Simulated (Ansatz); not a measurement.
# ZnS: the cost of one run

Computed with Ansatz 0.2.0 (DFT r2SCAN, scalar-relativistic, plane waves, PAW, unless a step's input says otherwise).

The COD entry's cell or inner coordinates are ideal or old and differ from later refinements, so a difference from it is no clean test against experiment.

## 1. The structure to begin with

It takes space group P6_3mc (No. 186, hexagonal). The conventional cell has a = 3.809 Å, b = 3.809 Å, c = 18.688 Å, α = 90.00°, β = 90.00°, γ = 120.00°. Zn (site symmetry 3m) has 4 S at 2.33 to 2.34 Å as nearest neighbours. Around Zn (site symmetry 3m) lie 4 S at 2.33 Å. S (site symmetry 3m) has 4 Zn at 2.33 to 2.34 Å as nearest neighbours. Around S (site symmetry 3m) lie 4 Zn at 2.33 Å.

Structure file:

```xyz
12
Lattice="3.8095 0.0000 0.0000 -1.9047 3.2991 0.0000 0.0000 0.0000 18.6885" Properties=species:S:1:pos:R:3 pbc="T T T"
Zn    0.0000    0.0000    0.0006
Zn    0.0000    0.0000    9.3448
Zn    0.0000    2.1994    3.1174
Zn    1.9047    1.0997   12.4616
Zn    1.9047    1.0997    6.2282
Zn    0.0000    2.1994   15.5724
S     0.0000    0.0000    2.3382
S     0.0000    0.0000   11.6824
S     0.0000    2.1994    5.4505
S     1.9047    1.0997   14.7947
S     1.9047    1.0997    8.5618
S     0.0000    2.1994   17.9060
```

It is the result of an earlier relaxation at this level (volume 19.57 Å³/atom; gap on the mesh: 2.73 eV).

## 2. Back to the database's cell

The input, input.yaml:

```yaml
crystal:
  lattice:
    - [3.812, 0.0, 0.0]
    - [-1.906, 3.3012888392, 0.0]
    - [0.0, 0.0, 18.68999]
  atoms:
    - { symbol: Zn, position: [0.0, 0.0, 0.0] }
    - { symbol: Zn, position: [0.0, 0.0, 0.5] }
    - { symbol: Zn, position: [0.3333333333, 0.6666666667, 0.16667] }
    - { symbol: Zn, position: [0.6666666667, 0.3333333333, 0.66667] }
    - { symbol: Zn, position: [0.6666666667, 0.3333333333, 0.33333] }
    - { symbol: Zn, position: [0.3333333333, 0.6666666667, 0.83333] }
    - { symbol: S, position: [0.0, 0.0, 0.125] }
    - { symbol: S, position: [0.0, 0.0, 0.625] }
    - { symbol: S, position: [0.3333333333, 0.6666666667, 0.29167] }
    - { symbol: S, position: [0.6666666667, 0.3333333333, 0.79167] }
    - { symbol: S, position: [0.6666666667, 0.3333333333, 0.45833] }
    - { symbol: S, position: [0.3333333333, 0.6666666667, 0.95833] }
basis:
  ecutwfc: 500
kpoints:
  mp_grid: { grid: [6, 6, 2] }
hamiltonian:
  xc: r2scan
scf:
  occupations: { method: gaussian, width: 0.02 }
output:
  forces: true
  stress: true
  eigenvalues: true
  populations: true
```

Started as:

```console
ansatz run input.yaml --threads 2 --pin off --max-ram 5120MiB --backend cpu --events-out ev --progress --plain --runs-dir out
```

What time and memory should one allow on 2 threads of Intel Xeon 6975P-C (Granite Rapids), shared host?

About 12 s, with a peak of 1 GiB.
